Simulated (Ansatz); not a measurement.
**C2H7AlBN: one species, many methods**

One table from this session's results is given with a row withheld; the runs are named, their logs left out.

Method: functionals in def2-TZVPP, the program's frozen cores in correlated methods; program: Ansatz 0.2.0, Gaussian basis.

The runs, in order: LDA (SPW92), PBE-D4, revPBE-D4, BLYP-D4, r2SCAN-D4, B97M-V, PBE0-D4, B3LYP-D4, r2SCANh-D4, r2SCAN0-D4, HSE06-D4, BHLYP-D4, CAM-B3LYP-D4, LC-ωPBE, ωB97X-V, ωB97M-V, B2PLYP, PBE-QIDH; CCSD(T)/def2-SVP; CCSD(T)/def2-TZVPP; MP2/def2-QZVPP; extrapolation to the limit; RPA on PBE.

**The geometry**

The geometry comes from an earlier relaxation with PBE0-D4 in a triple-zeta def2 set; it is a stationary point, not always the lowest conformer.

SMILES `BN[CH]1[CH2][AlH]1`, 12 atoms, charge 0, spin multiplicity 1.

Atoms are counted from 1 here; the program's logs count them from 0.

Bond lengths: B1–N2 1.368 Å, B1–H6 1.190 Å, B1–H7 1.247 Å, N2–C3 1.454 Å, N2–H8 1.013 Å, C3–C4 1.565 Å, C3–Al5 1.931 Å, C3–H9 1.086 Å, C4–Al5 1.929 Å, C4–H10 1.089 Å, C4–H11 1.094 Å, Al5–H12 1.574 Å. Angles: N2–B1–H6 127.0°, N2–B1–H7 116.3°, H6–B1–H7 116.7°, B1–N2–C3 120.3°, B1–N2–H8 120.4°, C3–N2–H8 117.1°, N2–C3–C4 109.2°, N2–C3–Al5 102.3°, N2–C3–H9 112.9°, C4–C3–Al5 66.0°, C4–C3–H9 117.8°, Al5–C3–H9 138.8°, C3–C4–Al5 66.1°, C3–C4–H10 116.6°, C3–C4–H11 112.1°, Al5–C4–H10 131.7°, Al5–C4–H11 111.4°, H10–C4–H11 110.8° and more.

Geometry (Å):

```mol
C2H7AlBN
  3D, bonds by distance, orders not assigned

 12 12  0  0  0  0  0  0  0  0999 V2000
   -0.7992    1.3266    0.7217 B   0  0
    0.4304    0.7493    0.8850 N   0  0
    0.9832   -0.1063   -0.1528 C   0  0
    0.2315   -1.4785   -0.1446 C   0  0
   -0.4710   -0.2112   -1.4186 Al  0  0
   -1.4394    1.8938    1.5494 H   0  0
   -1.3059    1.2361   -0.4141 H   0  0
    0.8533    0.6936    1.8038 H   0  0
    2.0696   -0.1230   -0.1532 H   0  0
   -0.1446   -1.8227    0.8180 H   0  0
    0.8072   -2.2657   -0.6409 H   0  0
   -1.1382    0.0529   -2.8196 H   0  0
  1  2  8  0
  2  3  8  0
  3  4  8  0
  4  5  8  0
  1  6  8  0
  1  7  8  0
  2  8  8  0
  3  9  8  0
  4 10  8  0
  4 11  8  0
  5 12  8  0
  3  5  8  0
M  END
```

The first run:

Contents of in.yaml:

```yaml
crystal:
  periodic: [false, false, false]
  atoms:
    - {symbol: B, position_ang: [-0.799237, 1.326554, 0.721663]}
    - {symbol: N, position_ang: [0.430366, 0.749272, 0.885011]}
    - {symbol: C, position_ang: [0.983201, -0.106337, -0.152818]}
    - {symbol: C, position_ang: [0.231511, -1.478470, -0.144601]}
    - {symbol: Al, position_ang: [-0.470952, -0.211167, -1.418607]}
    - {symbol: H, position_ang: [-1.439386, 1.893828, 1.549357]}
    - {symbol: H, position_ang: [-1.305915, 1.236121, -0.414112]}
    - {symbol: H, position_ang: [0.853322, 0.693563, 1.803825]}
    - {symbol: H, position_ang: [2.069573, -0.122966, -0.153176]}
    - {symbol: H, position_ang: [-0.144622, -1.822676, 0.817957]}
    - {symbol: H, position_ang: [0.807245, -2.265681, -0.640912]}
    - {symbol: H, position_ang: [-1.138208, 0.052858, -2.819586]}
basis:
  gaussian: {orbitals: def2-TZVPP}
hamiltonian: {xc: lda}
output: {orbitals: {seedname: orbitals}}
```

Among the steps run: LDA; PBE-D4 (GGA); revPBE-D4 (GGA); BLYP-D4 (GGA); r2SCAN-D4 (meta-GGA); B97M-V (meta-GGA); PBE0-D4 (hybrid); B3LYP-D4 (hybrid); r2SCANh-D4 (hybrid); r2SCAN0-D4 (hybrid); HSE06-D4 (hybrid); BHLYP-D4 (hybrid); CAM-B3LYP-D4 (range-separated); LC-ωPBE (range-separated); ωB97X-V (range-separated); ωB97M-V (range-separated); B2PLYP (double hybrid); PBE-QIDH (double hybrid).

One table of the session follows, with a row left open; its other results are not shown here.

It belongs to the step «Frontier levels by functional». 

```
  functional  HOMO (eV)  gap (eV)
 LDA (SPW92)      -4.81      2.86
      PBE-D4      -4.68      2.97
   revPBE-D4      -4.63      3.01
     BLYP-D4      -4.55      2.99
   r2SCAN-D4      -4.83      3.38
      B97M-V      -4.89      3.37
     PBE0-D4      -5.73      4.88
    B3LYP-D4      -5.55      4.51
  r2SCANh-D4          ?         ?
  r2SCAN0-D4      -5.84      5.14
    HSE06-D4      -5.34      4.11
    BHLYP-D4      -6.71      6.76
CAM-B3LYP-D4      -7.03      7.21
     LC-ωPBE      -8.32      9.58
     ωB97X-V      -8.00      9.16
     ωB97M-V      -7.89      8.79
```

**Question.** Estimate the row for r2SCANh-D4.

Worked estimate for «HOMO (eV)». Against the share of exact exchange, r2SCAN-D4 (0, -4.83), r2SCAN0-D4 (0.25, -5.84) give a slope of -4.04 per unit share; at 0.1 the line stands at -5.23.

The run gave: HOMO (eV): -5.23; gap (eV): 4.09. In «HOMO (eV)» the line misses by 0.00.
